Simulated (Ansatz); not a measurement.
Working through an equation of state with a fit of HfN, space group F-43m

Program: the Ansatz DFT code, driven from Python.

Notebook, run cell by cell (the value of a cell's last expression is shown):

In [1]:
```python
import ansatz as az
from ase.eos import EquationOfState
from ase.units import GPa
import numpy as np
```

In [2]:
```python
config = {
    "functional": "pbesol",
    "sigma": 0.1,
    "scf_tol": 1e-09,
    "ecut": 500,
    "kgrid": (10, 10, 10),
}
```

In [3]:
```python
vectors0 = np.array([
    [0.0, 2.454822, 2.454822],
    [2.454822, 0.0, 2.454822],
    [2.454822, 2.454822, 0.0],
])
sites = [
    ("Hf", (0.0, 0.0, 0.0)),
    ("N", (0.75, 0.75, 0.75)),
]
```

In [4]:
```python
def make_crystal(cell):
    crystal = az.Crystal(lattice=az.Lattice.of(cell))
    for symbol, position in sites:
        crystal = crystal.atom(symbol, position)
    return crystal
```

In [5]:
```python
# uniform scaling of the cell
volumes, energies, pressures = [], [], []
for scale in np.linspace(0.95, 1.07, 5):
    cell = vectors0 * scale ** (1 / 3)
    job = (
        make_crystal(cell).calculation()
        .functional(config["functional"])
        .occupations(az.OccupationsMethod.FERMI_DIRAC, width=config["sigma"])
        .scf(tolerance=config["scf_tol"])
        .basis(config["ecut"])
        .kpoints(*config["kgrid"])
        .stress()
    )
    r = job.run().report
    volumes.append(abs(np.linalg.det(cell)) / len(sites))
    energies.append(r["free_energy_ev"] / len(sites))
    pressures.append(np.trace(r["stress_gpa"]) / 3)
    print(f"V = {volumes[-1]:8.4f} A^3/atom  F = {energies[-1]:.5f} eV/atom  P = {pressures[-1]:8.3f} GPa")

eos = EquationOfState(volumes, energies, eos="sj")
v0, e0, bulk = eos.fit()
print(f"V0 = {v0:.4f} A^3/atom, E0 = {e0:.5f} eV/atom, B = {bulk / GPa:.1f} GPa")
```
```text
DeckWarning: output.stress: scf.convergence.dr2_threshold = 1e-9 eV is looser than the 2e-10 eV advised for a printed stress (1e-10 eV for each atom of the cell: 2). What an SCF threshold leaves in a stress goes as its square root, and in the free energy as the threshold itself, and one threshold admits the most on a small cell: of the crystals measured, under no hybrid functional and no lock of [...]
V =  14.0535 A^3/atom  F = -7989.78848 eV/atom  P =    5.411 GPa
V =  14.4973 A^3/atom  F = -7989.79418 eV/atom  P =   -1.124 GPa
V =  14.9411 A^3/atom  F = -7989.78311 eV/atom  P =   -6.729 GPa
V =  15.3849 A^3/atom  F = -7989.75763 eV/atom  P =  -11.546 GPa
V =  15.8286 A^3/atom  F = -7989.71977 eV/atom  P =  -15.685 GPa
V0 = 14.4160 A^3/atom, E0 = -7989.79447 eV/atom, B = 201.9 GPa
```

A third-order Birch-Murnaghan fit through the 5 points (the script's own form differs a little) has its minimum at 14.42 Å³ an atom, 2.5 % below the typed cell, with a bulk modulus of 202 GPa and dB/dP = 4.0. From that minimum the energy rises by 6.0 meV an atom on the compressed side and 74.7 meV on the expanded side. The window is off centre, so dB/dP is rough.

What to keep in mind:
- Total energies depend on the potentials; only differences at equal settings carry meaning.
- Spin is left out of this run.
- The mesh is modest for a metal, so energies can be off by several to tens of meV an atom and pressures by half a GPa or more; differences at equal mesh fare better.
- Pressure is positive in compression.
- Spin-orbit coupling, which matters for elements this heavy, is left out.
- This cell is a computed structure, which may not be the phase found in nature.
- Warnings are shown shortened and without file and line.
- Timing: 25 s on 1 thread of Arm Neoverse V1, with other jobs on the host, peak memory 0.41 GiB.
